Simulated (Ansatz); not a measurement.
MgMnCoO4:

```
CELL_PARAMETERS angstrom
2.93100 0.00000 0.00000
0.21411 5.21366 0.00000
0.10987 1.42991 5.03928
ATOMIC_POSITIONS crystal
Co 0.96321 0.57791 0.58703
Mn 0.50693 0.96816 0.96722
Mg 0.47399 0.30015 0.29112
O 0.49359 0.28676 0.67304
O 0.99131 0.14167 0.13123
O 0.02403 0.81669 0.81987
O 0.50997 0.67994 0.28787
```

The cell comes from a database or a generator and needn't be the stable form of this composition.

```yaml
Program: Ansatz 0.2.0
Task: single point
Functional: PBE
Potentials_or_basis: Ansatz PAW
Cutoff: "420 eV (not typed: the program's choice for these potentials)"
k_mesh: 9 × 6 × 5
Occupations: fermi-dirac, width 0.05 eV
Spin: collinear spin, ferromagnetic start
Starting_moments: "[2.0, 4.0, 0.0, 0.0, 0.0, 0.0, 0.0] μB"
```

On this cell: pressure -5.2 GPa; largest force 0.471 eV/Å; net moment -0.01 μB per cell; site moments Co -2.38; Mn +2.51; Mg +0.00; O -0.16, +0.03, -0.07, -0.15 μB; band gap on the k mesh 0.04 eV, indirect (least direct gap 0.20 eV).

The same run follows on a disturbed copy (atoms moved at random, drawn with an rms of 0.05 Å):

```
Co Mn Mg O
1.0
     2.93100    0.00000    0.00000
     0.21411    5.21366    0.00000
     0.10987    1.42991    5.03928
Co Mn Mg O
1 1 1 4
Direct
  0.97981 0.57870 0.58742
  0.48851 0.97672 0.96009
  0.46732 0.30645 0.29643
  0.48604 0.30243 0.66237
  0.98776 0.13937 0.13583
  0.01476 0.81746 0.81639
  0.50340 0.68150 0.29098
```

What does the disturbed cell give?

The energy moves by +19.5 meV/atom; pressure -4.0 GPa; largest force 1.770 eV/Å; net moment 0.00 μB per cell; site moments Co -2.40; Mn +2.60; Mg +0.00; O -0.17, +0.03, -0.08, -0.19 μB; band gap on the k mesh none (metal or under the smearing width).

Forces on the atoms (eV/Å):
```
Co  -0.368  0.954 -0.097
Mn   0.131 -0.358  0.463
Mg   0.073 -0.800 -1.007
O    0.116 -0.725  1.611
O   -0.005  0.344 -0.193
O   -0.158 -0.052 -0.161
O    0.210  0.638 -0.617
```

Stress tensor (GPa, compression positive):
```
-5.39 -0.23 -0.65
-0.23 -3.57 -1.17
-0.65 -1.17 -3.12
```

Caveats: the starting moments weren't kept; odd divisions of the mesh miss points on the zone boundary, where band edges often lie, so the gap on the mesh can be too wide (some runs); semilocal functionals often make such compounds metallic where correlation or magnetic order opens a gap, which also shifts bond lengths (some runs).
